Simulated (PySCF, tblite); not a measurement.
# C7H6F4: geometry, infrared bands and NMR shifts

Wanted: the infrared bands and NMR shifts of C7H6F4 (`CC#CC[C@@H](F)C(F)=C(F)F`), by calculation.

Computed with tblite 0.8.0 and PySCF 2.14.0, with density-fitted response routines of our own, on a single molecule in the gas phase. Atoms count from 0, in the outputs and in this text.

### Step 1. The starting structure

17 atoms, charge 0, multiplicity 1; geometry from: force field or distance geometry start.

Bonds of the start (Å): C0–C1 1.48, C1–C2 1.20, C2–C3 1.48, C3–C4 1.51, C4–F5 1.38, C4–C6 1.49, C6–F7 1.38, C6–C8 1.33, C8–F9 1.37, C8–F10 1.36, C0–H11 1.10, C0–H12 1.09, C0–H13 1.11, C3–H14 1.11, C3–H15 1.11, C4–H16 1.10.

### Step 2. Relaxing the molecule with GFN2-xTB

What the job is given:

```
{"job": {"kind": "relax", "xc": "GFN2-xTB", "basis": "xTB"}, "charge": 0, "multiplicity": 1}
C      3.331700     0.460100     0.743500
C      2.022700    -0.208600     0.546100
C      0.963000    -0.754800     0.405800
C     -0.359900    -1.388100     0.186000
C     -1.262700    -0.500200    -0.640600
F     -2.479100    -1.132000    -0.823000
C     -1.486000     0.735100     0.168600
F     -0.408600     1.510400     0.559000
C     -2.729200     1.046400     0.516000
F     -3.772200     0.252500     0.118200
F     -2.941800     2.167800     1.259800
H      3.955400    -0.079200     1.467000
H      3.883400     0.549000    -0.191600
H      3.125300     1.488700     1.099600
H     -0.809000    -1.508900     1.189100
H     -0.216600    -2.360800    -0.339500
H     -0.823300    -0.265300    -1.624600
```

The run is started by

```bash
$ OMP_NUM_THREADS=1 python probes_run.py task.json out
```

One launch serves the whole session: the jobs run in the order shown.

**Question.** This job is followed by: GFN2-xTB harmonic vibrations, gas phase; GIAO PBE0/pcSseg-1 NMR shielding, non-relativistic, gas phase. Predict these results of the whole session: strongest single infrared mode (GFN2-xTB); zero-point energy (GFN2-xTB); ¹³C shifts against TMS (PBE0/pcSseg-1); ¹H shifts against TMS (PBE0/pcSseg-1, means over atoms taken as alike); ¹⁹F shifts against CFCl3 (PBE0/pcSseg-1).

As calculated:

| quantity | value |
| --- | --- |
| strongest single infrared mode (GFN2-xTB) | 1218 cm⁻¹, 217 km/mol |
| zero-point energy (GFN2-xTB) | 70.1 kcal/mol |
| ¹³C shifts against TMS (PBE0/pcSseg-1) | 168.7, 140.7, 93.1, 88.3, 77.6, 26.7, 4.5 ppm |
| ¹H shifts against TMS (PBE0/pcSseg-1, means over atoms taken as alike) | 5.39, 3.02, 2.91, 1.99 ppm |
| ¹⁹F shifts against CFCl3 (PBE0/pcSseg-1) | -98.7, -119.1, -179.1, -201.6 ppm |

Over 135 steps the energy fell by 0.771 eV; of the close pairs, C8–F9 changed most, 1.370 to 1.322 Å. No mode is imaginary among the 45: a minimum at this level. The strongest single mode, at 1218 cm⁻¹, moves mainly C8. Unscaled tight-binding wavenumbers are off by several per cent, some by more. Its intensities can rank the bands wrongly. H16 (hydrogen on an allylic sp3 CH bonded to F) lies farthest downfield among hydrogen, at 5.39 ppm; its carbon carries F, hence the downfield position.
